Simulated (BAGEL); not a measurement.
# CH4OZn (SMILES [CH3][Zn][OH]), step by step

We compute the energy (HF/6-31G*), then a single-point energy (NEVPT2(2,2)/6-31G*), then a single-point energy (CASPT2(2,2)/6-31G*) of CH4OZn. 

The calculation is run with BAGEL 1.2.2.

2 further runs of the same task are left out: 2 set aside as unsound or not needed.

## 1. Starting point

CH4OZn: 7 atoms, total charge 0, spin state singlet. As SMILES, `[CH3][Zn][OH]`. One bond was lengthened or shortened from a relaxed shape.

Bond lengths: C1–Zn2 1.920 Å, Zn2–O3 1.780 Å, C1–H4 1.092 Å, C1–H5 1.256 Å, C1–H6 1.092 Å, O3–H7 0.958 Å. Angles: C1–Zn2–O3 176.0°, Zn2–C1–H4 110.6°, Zn2–C1–H5 110.6°, Zn2–C1–H6 110.6°, Zn2–O3–H7 117.0°, H4–C1–H5 108.4°, H4–C1–H6 108.3°, H5–C1–H6 108.3°.

## 2. The energy at HF/6-31G(d) (density fitting with svp-jkfit, spherical functions) (run 1)

calc.json reads:

```json
{ "bagel" : [

{
  "title" : "molecule",
  "basis" : "6-31gs.json",
  "df_basis" : "svp-jkfit",
  "angstrom" : "true",
  "geometry" : [
    { "atom" : "C", "xyz" : [      -1.021371,       0.532489,      -0.229654 ] },
    { "atom" : "Zn", "xyz" : [       0.536129,      -0.524611,       0.147746 ] },
    { "atom" : "O", "xyz" : [       1.991329,      -1.523611,       0.376846 ] },
    { "atom" : "H", "xyz" : [      -1.793171,      -0.076111,      -0.705254 ] },
    { "atom" : "H", "xyz" : [      -0.734800,       1.481900,      -0.999900 ] },
    { "atom" : "H", "xyz" : [      -1.434371,       0.951189,       0.690446 ] },
    { "atom" : "H", "xyz" : [       2.293029,      -1.652311,       1.276746 ] }
  ]
},

{
  "title" : "hf"
},

{
  "title" : "print",
  "file" : "orbitals.molden",
  "orbitals" : "true"
}

]}
```

The basis set 6-31G* is read from a file made from the Basis Set Exchange's data (not shown).

Command:

```
$ BAGEL_NUM_THREADS=1 BAGEL calc.json > calc.out
```

Log:

```text
* using 1 threads per process

  ===============================================================
  ===============================================================

  *** Geometry ***

  { "atom" : "C", "xyz" : [     -1.930111,      1.006258,     -0.433983 ] },
  { "atom" : "Zn", "xyz" : [      1.013137,     -0.991371,      0.279199 ] },
  { "atom" : "O", "xyz" : [      3.763066,     -2.879208,      0.712136 ] },
  { "atom" : "H", "xyz" : [     -3.388602,     -0.143829,     -1.332737 ] },
  { "atom" : "H", "xyz" : [     -1.388571,      2.800385,     -1.889537 ] },
  { "atom" : "H", "xyz" : [     -2.710568,      1.797487,      1.304754 ] },
  { "atom" : "H", "xyz" : [      4.333197,     -3.122415,      2.412700 ] },

  Number of auxiliary basis functions:      488

  Since a DF basis is specified, we compute 2- and 3-index integrals:
    o Being stored without compression. Storage requirement is 0.019 GB

  Number of basis functions:       70
  Number of electrons      :       48

    * METHOD: MOLECULE                             0.55

  *** RHF ***

  === Nuclear Repulsion ===
   170.8353922223

      * DIIS with orbital gradients will be used.

  === RHF iteration (6-31gs.json) ===
      0      -1892.31867259          0.02365779           0.11
      1      -1892.43123363          0.01729357           0.08
      2      -1892.53390970          0.00162969           0.07
      3      -1892.53531260          0.00066396           0.10
      4      -1892.53552959          0.00014133           0.07
      5      -1892.53554744          0.00006079           0.07
      6      -1892.53554990          0.00003030           0.07
      7      -1892.53555064          0.00000373           0.11
      8      -1892.53555066          0.00000123           0.11
      9      -1892.53555066          0.00000068           0.09
     10      -1892.53555066          0.00000017           0.08
     11      -1892.53555066          0.00000006           0.09
     12      -1892.53555066          0.00000002           0.10
     13      -1892.53555066          0.00000001           0.10
    * SCF iteration converged.

    * Permanent dipole moment:
           (    0.446069,    -0.302344,    -0.589664) a.u.

    * METHOD: HF                                   1.63

    * METHOD: PRINT                                0.03

  ===============================================================
```

It took 2.5 s on 1 thread of Intel Xeon Platinum 8259CL at 2.50GHz (Skylake/Cascade Lake), shared host; peak memory 0.15 GiB.

## 3. A single-point energy at NEVPT2(2,2)/6-31G(d) (density fitting with svp-jkfit, spherical functions) (run 2)

input.json reads:

```json
{ "bagel" : [

{
  "title" : "molecule",
  "basis" : "6-31gs.json",
  "df_basis" : "svp-jkfit",
  "angstrom" : true,
  "geometry" : [
    { "atom" : "C", "xyz" : [   -1.021371,    0.532489,   -0.229654 ] },
    { "atom" : "Zn", "xyz" : [    0.536129,   -0.524611,    0.147746 ] },
    { "atom" : "O", "xyz" : [    1.991329,   -1.523611,    0.376846 ] },
    { "atom" : "H", "xyz" : [   -1.793171,   -0.076111,   -0.705254 ] },
    { "atom" : "H", "xyz" : [   -0.734800,    1.481900,   -0.999900 ] },
    { "atom" : "H", "xyz" : [   -1.434371,    0.951189,    0.690446 ] },
    { "atom" : "H", "xyz" : [    2.293029,   -1.652311,    1.276746 ] }
  ]
},
{
  "title" : "hf"
},
{
  "title" : "nevpt2",
  "nstate" : 1,
  "nact" : 2,
  "nclosed" : 23,
  "active" : [21, 29],
  "maxiter" : 200,
  "natocc" : true,
  "ncore" : 7
},
{
  "title" : "print",
  "file" : "orbitals.molden",
  "orbitals" : true
}

]}
```

The basis set 6-31G* is read from a file made from the Basis Set Exchange's data (not shown).

Command:

```
$ BAGEL_NUM_THREADS=1 BAGEL input.json > input.out
```

Log:

```text
* using 1 threads per process

  ===============================================================
  ===============================================================

  *** Geometry ***

  { "atom" : "C", "xyz" : [     -1.930111,      1.006258,     -0.433983 ] },
  { "atom" : "Zn", "xyz" : [      1.013137,     -0.991371,      0.279199 ] },
  { "atom" : "O", "xyz" : [      3.763066,     -2.879208,      0.712136 ] },
  { "atom" : "H", "xyz" : [     -3.388602,     -0.143829,     -1.332737 ] },
  { "atom" : "H", "xyz" : [     -1.388571,      2.800385,     -1.889537 ] },
  { "atom" : "H", "xyz" : [     -2.710568,      1.797487,      1.304754 ] },
  { "atom" : "H", "xyz" : [      4.333197,     -3.122415,      2.412700 ] },

  Number of auxiliary basis functions:      488

  Since a DF basis is specified, we compute 2- and 3-index integrals:
    o Being stored without compression. Storage requirement is 0.019 GB

  Number of basis functions:       70
  Number of electrons      :       48

    * METHOD: MOLECULE                             0.74

  *** RHF ***

  === Nuclear Repulsion ===
   170.8353922223

      * DIIS with orbital gradients will be used.

  === RHF iteration (6-31gs.json) ===
      0      -1892.31867259          0.02365779           0.13
      1      -1892.43123363          0.01729357           0.15
      2      -1892.53390970          0.00162969           0.12
      3      -1892.53531260          0.00066396           0.11
      4      -1892.53552959          0.00014133           0.10
      5      -1892.53554744          0.00006079           0.10
      6      -1892.53554990          0.00003030           0.10
      7      -1892.53555064          0.00000373           0.10
      8      -1892.53555066          0.00000123           0.10
      9      -1892.53555066          0.00000068           0.10
     10      -1892.53555066          0.00000017           0.11
     11      -1892.53555066          0.00000006           0.09
     12      -1892.53555066          0.00000002           0.09
     13      -1892.53555066          0.00000001           0.09
    * SCF iteration converged.

    * Permanent dipole moment:
           (    0.446069,    -0.302344,    -0.589664) a.u.

    * METHOD: HF                                   2.07

    * freezing 7 orbitals
  ---------------------------
      CASSCF calculation
  ---------------------------

    ==== Active orbitals : =====
         Orbital 21
         Orbital 29
    ============================

    * nstate   :      1
    * nclosed  :     23
    * nact     :      2
    * nvirt    :     45
  === CASSCF iteration (6-31gs.json) ===

    * Using the second-order algorithm

      0  0     -1892.53751379     3.96e-04      0.04

      1  0     -1892.55329747     1.20e-03      0.64

      2  0     -1892.55534806     1.76e-04      0.54

      3  0     -1892.55540552     4.12e-05      0.60

      4  0     -1892.55540663     9.28e-06      0.55

      5  0     -1892.55540666     2.23e-06      0.56

      6  0     -1892.55540666     5.66e-07      0.53

      7  0     -1892.55540666     1.47e-07      0.55

      8  0     -1892.55540666     3.86e-08      0.47

      9  0     -1892.55540666     1.02e-08      0.48

     10  0     -1892.55540666     2.69e-09      0.42

    * Second-order optimization converged. *

     guess   0:   closed 1.                   open ..

  === FCI iteration ===

      0  0     -1892.53526073     8.32e-02      0.00
      1  0     -1892.55540646     2.07e-04      0.00
      2  0 *   -1892.55540666     2.36e-16      0.00

     * ci vector, state   0, <S^2> = 0.0000
       2.     0.9927458451
       .2    -0.1202318054

  === DF-NEVPT2 calculation ===

    * 3-index integral transformation done
    * assembly done

      NEVPT2 correlation energy:   -0.6106144250      0.27

          (+0)     -0.5644089444
          (+0)'    -0.0155401536
          (+1)     -0.0042747393
          (+1)'    -0.0000000000
          (+2)     -0.0002519684
          (-1)     -0.0215511954
          (-1)'     0.0000000000
          (-2)     -0.0045874239

      NEVPT2 total energy:       -1893.1660210900

    * METHOD: NEVPT2                               6.12

    * METHOD: PRINT                                0.02

  ===============================================================
```

Run time: 9.3 s. Hardware: 1 thread of Intel Xeon Platinum 8259CL at 2.50GHz (Skylake/Cascade Lake), shared host; peak memory 0.15 GiB.

## 4. The energy at CASPT2(2,2)/6-31G(d) (density fitting with svp-jkfit, spherical functions) (run 3)

job.json reads:

```json
{ "bagel" : [

{
  "title" : "molecule",
  "basis" : "6-31gs.json",
  "df_basis" : "svp-jkfit",
  "angstrom" : true,
  "geometry" : [
    { "atom" : "C", "xyz" : [   -1.021371,    0.532489,   -0.229654 ] },
    { "atom" : "Zn", "xyz" : [    0.536129,   -0.524611,    0.147746 ] },
    { "atom" : "O", "xyz" : [    1.991329,   -1.523611,    0.376846 ] },
    { "atom" : "H", "xyz" : [   -1.793171,   -0.076111,   -0.705254 ] },
    { "atom" : "H", "xyz" : [   -0.734800,    1.481900,   -0.999900 ] },
    { "atom" : "H", "xyz" : [   -1.434371,    0.951189,    0.690446 ] },
    { "atom" : "H", "xyz" : [    2.293029,   -1.652311,    1.276746 ] }
  ]
},
{
  "title" : "hf"
},
{
  "title" : "casscf",
  "nstate" : 1,
  "nact" : 2,
  "nclosed" : 23,
  "active" : [21, 29],
  "maxiter" : 200,
  "natocc" : true
},
{
  "title" : "print",
  "file" : "orbitals.molden",
  "orbitals" : true
},
{
  "title" : "smith",
  "method" : "caspt2",
  "ms" : true,
  "xms" : true,
  "sssr" : true,
  "shift" : 0.2,
  "shift_imag" : true,
  "ncore" : 7
}

]}
```

The basis set 6-31G* is read from a file made from the Basis Set Exchange's data (not shown).

Command:

```
$ BAGEL_NUM_THREADS=1 BAGEL job.json > job.out
```

Log:

```text
* using 1 threads per process

  ===============================================================
  ===============================================================

  *** Geometry ***

  { "atom" : "C", "xyz" : [     -1.930111,      1.006258,     -0.433983 ] },
  { "atom" : "Zn", "xyz" : [      1.013137,     -0.991371,      0.279199 ] },
  { "atom" : "O", "xyz" : [      3.763066,     -2.879208,      0.712136 ] },
  { "atom" : "H", "xyz" : [     -3.388602,     -0.143829,     -1.332737 ] },
  { "atom" : "H", "xyz" : [     -1.388571,      2.800385,     -1.889537 ] },
  { "atom" : "H", "xyz" : [     -2.710568,      1.797487,      1.304754 ] },
  { "atom" : "H", "xyz" : [      4.333197,     -3.122415,      2.412700 ] },

  Number of auxiliary basis functions:      488

  Since a DF basis is specified, we compute 2- and 3-index integrals:
    o Being stored without compression. Storage requirement is 0.019 GB

  Number of basis functions:       70
  Number of electrons      :       48

    * METHOD: MOLECULE                             0.65

  *** RHF ***

  === Nuclear Repulsion ===
   170.8353922223

      * DIIS with orbital gradients will be used.

  === RHF iteration (6-31gs.json) ===
      0      -1892.31867259          0.02365779           0.11
      1      -1892.43123363          0.01729357           0.11
      2      -1892.53390970          0.00162969           0.13
      3      -1892.53531260          0.00066396           0.15
      4      -1892.53552959          0.00014133           0.12
      5      -1892.53554744          0.00006079           0.13
      6      -1892.53554990          0.00003030           0.13
      7      -1892.53555064          0.00000373           0.09
      8      -1892.53555066          0.00000123           0.09
      9      -1892.53555066          0.00000068           0.11
     10      -1892.53555066          0.00000017           0.13
     11      -1892.53555066          0.00000006           0.13
     12      -1892.53555066          0.00000002           0.09
     13      -1892.53555066          0.00000001           0.11
    * SCF iteration converged.

    * Permanent dipole moment:
           (    0.446069,    -0.302344,    -0.589664) a.u.

    * METHOD: HF                                   2.05

  ---------------------------
      CASSCF calculation
  ---------------------------

    ==== Active orbitals : =====
         Orbital 21
         Orbital 29
    ============================

    * nstate   :      1
    * nclosed  :     23
    * nact     :      2
    * nvirt    :     45
  === CASSCF iteration (6-31gs.json) ===

    * Using the second-order algorithm

      0  0     -1892.53751379     3.96e-04      0.04

      1  0     -1892.55329747     1.20e-03      0.71

      2  0     -1892.55534806     1.76e-04      0.54

      3  0     -1892.55540552     4.12e-05      0.50

      4  0     -1892.55540663     9.28e-06      0.50

      5  0     -1892.55540666     2.23e-06      0.46

      6  0     -1892.55540666     5.66e-07      0.43

      7  0     -1892.55540666     1.47e-07      0.54

      8  0     -1892.55540666     3.86e-08      0.47

      9  0     -1892.55540666     1.02e-08      0.39

     10  0     -1892.55540666     2.69e-09      0.37

    * Second-order optimization converged. *

     guess   0:   closed 1.                   open ..

  === FCI iteration ===

      0  0     -1892.53526073     8.32e-02      0.00
      1  0     -1892.55540646     2.07e-04      0.00
      2  0 *   -1892.55540666     2.36e-16      0.00

     * ci vector, state   0, <S^2> = 0.0000
       2.     0.9927458451
       .2    -0.1202318054

    * METHOD: CASSCF                               5.24

    * METHOD: PRINT                                0.01

  === SMITH program ===

    * freezing 7 orbitals

    * Approximate memory requirement for SMITH calulation per MPI process:
      o Storage requirement for T-amplitude, lambda, and residual is 0.02 GB
      o Storage requirement for MO integrals is 0.01 GB
    * Calculating and saving rdm4f

    * Zeroth order energy : state  0       -1.0364612827

    * CASPT2 iteration is performed using orthogonal basis

      -------------------------------------------  CASPT2 iteration  ---------------------------------------------------
       #      aibj      arbs      arbi      airj      risj      airs      arst      rist         Etot      error   time
      ------------------------------------------------------------------------------------------------------------------

       0  -0.56348  -0.00552  -0.02203  -0.00464  -0.00036  -0.01345  -0.00000  -0.00000   -0.6094936  0.0014938   0.15
       1  -0.56366  -0.00558  -0.02214  -0.00475  -0.00040  -0.01390  -0.00000  -0.00000   -0.6104283  0.0003138   0.17
       2  -0.56368  -0.00558  -0.02212  -0.00476  -0.00040  -0.01393  -0.00000  -0.00000   -0.6104755  0.0000704   0.13
       3  -0.56368  -0.00558  -0.02213  -0.00476  -0.00040  -0.01393   0.00000  -0.00000   -0.6104775  0.0000168   0.14
       4  -0.56368  -0.00558  -0.02213  -0.00476  -0.00040  -0.01393   0.00000  -0.00000   -0.6104776  0.0000035   0.16
       5  -0.56368  -0.00558  -0.02213  -0.00476  -0.00040  -0.01393   0.00000   0.00000   -0.6104776  0.0000008   0.19

      ------------------------------------------------------------------------------------------------------------------

    * CASPT2 energy : state  0    -1893.1678695798
        w/o shift correction      -1893.1658843098
        reference weight              0.8669924422

    * METHOD: SMITH                                1.35

  ===============================================================
```

Wall time 9.6 s (1 thread of Intel Xeon Platinum 8259CL at 2.50GHz (Skylake/Cascade Lake), shared host); peak memory 0.19 GiB.

## 5. Summary of results

```
                               quantity           value
         run 1, HF/6-31G*: total energy  -1892.53555 Eh
        run 1, HF/6-31G*: dipole moment          2.03 D
          run 1, HF/6-31G*: HOMO energy       -10.81 eV
          run 1, HF/6-31G*: LUMO energy         2.22 eV
        run 1, HF/6-31G*: HOMO–LUMO gap        13.04 eV
run 2, NEVPT2(2,2)/6-31G*: total energy  -1893.16602 Eh
run 3, CASPT2(2,2)/6-31G*: total energy  -1893.16787 Eh
```
